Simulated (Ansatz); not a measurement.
**BClH2Te: one species, many methods**

The task here is to estimate one member of a computed series from the others.

The runs use Ansatz 0.2.0, Gaussian basis; functionals in def2-TZVPP, the program's frozen cores in correlated methods.

Levels to be run: LDA (SPW92), PBE-D4, revPBE-D4, BLYP-D4, r2SCAN-D4, B97M-V, PBE0-D4, B3LYP-D4, r2SCANh-D4, r2SCAN0-D4, HSE06-D4, BHLYP-D4, CAM-B3LYP-D4, LC-ωPBE, ωB97X-V, ωB97M-V, B2PLYP, PBE-QIDH; CCSD(T)/def2-SVP; CCSD(T)/def2-TZVPP; MP2/def2-QZVPP; extrapolation to the limit; RPA on PBE.

## The relaxed structure

An earlier PBE0-D4 in a triple-zeta def2 set relaxation fixed the geometry. Te takes the def2 core potential; no spin-orbit term is included.

SMILES `ClB[TeH]`, 5 atoms, charge 0, spin multiplicity 1.

Atoms are counted from 1 here; the program's logs count them from 0.

Bond lengths: Cl1–B2 1.738 Å, B2–Te3 2.120 Å, B2–H4 1.190 Å, Te3–H5 1.658 Å. Angles: Cl1–B2–Te3 124.0°, Cl1–B2–H4 119.1°, Te3–B2–H4 116.9°, B2–Te3–H5 95.1°.

Set-up of the first run:

in.yaml

```yaml
crystal:
  periodic: [false, false, false]
  atoms:
    - {symbol: Cl, position_ang: [-1.200782, -0.584486, 1.285918]}
    - {symbol: B, position_ang: [-0.532694, -0.355188, -0.302353]}
    - {symbol: Te, position_ang: [1.291505, 0.655782, -0.685277]}
    - {symbol: H, position_ang: [-1.119113, -0.783801, -1.245302]}
    - {symbol: H, position_ang: [1.610884, 0.994094, 0.905613]}
basis:
  gaussian: {orbitals: def2-TZVPP}
hamiltonian: {xc: lda}
output: {orbitals: {seedname: orbitals}}
```

Command:

```bash
$ ansatz run in.yaml --threads 2 --pin off --events-out ev --progress --plain --max-ram 4352MiB
```

Steps of the session up to this table: LDA; PBE-D4 (GGA); revPBE-D4 (GGA); BLYP-D4 (GGA); r2SCAN-D4 (meta-GGA); B97M-V (meta-GGA); PBE0-D4 (hybrid); B3LYP-D4 (hybrid); r2SCANh-D4 (hybrid); r2SCAN0-D4 (hybrid); HSE06-D4 (hybrid); BHLYP-D4 (hybrid); CAM-B3LYP-D4 (range-separated); LC-ωPBE (range-separated); ωB97X-V (range-separated); ωB97M-V (range-separated); B2PLYP (double hybrid); PBE-QIDH (double hybrid).

One table of the session follows, with a row left open; its other results are not shown here.

It belongs to the step «Frontier levels by functional». 

| functional | HOMO (eV) | LUMO (eV) | gap (eV) |
| --- | --- | --- | --- |
| LDA (SPW92) | -6.32 | -2.73 | 3.59 |
| PBE-D4 | -6.16 | -2.49 | 3.66 |
| revPBE-D4 | -6.10 | -2.40 | 3.70 |
| BLYP-D4 | -5.97 | -2.31 | 3.66 |
| r2SCAN-D4 | -6.39 | -2.26 | 4.14 |
| B97M-V | -6.33 | -2.19 | 4.14 |
| PBE0-D4 | -7.13 | -1.65 | 5.48 |
| B3LYP-D4 | -6.91 | -1.80 | 5.11 |
| r2SCANh-D4 | -6.75 | -1.95 | 4.80 |
| r2SCAN0-D4 | -7.29 | -1.50 | 5.79 |
| HSE06-D4 | -6.75 | -2.03 | 4.72 |
| BHLYP-D4 | -7.93 | -0.62 | 7.31 |
| CAM-B3LYP-D4 | -8.29 | -0.54 | 7.75 |
| LC-ωPBE | ? | ? | ? |
| ωB97X-V | -9.25 | 0.46 | 9.71 |
| ωB97M-V | -9.14 | 0.30 | 9.44 |

Estimate the missing values for LC-ωPBE.

As computed: HOMO (eV): -9.57; LUMO (eV): 0.49; gap (eV): 10.05. In the column «HOMO (eV)» it is the lowest.
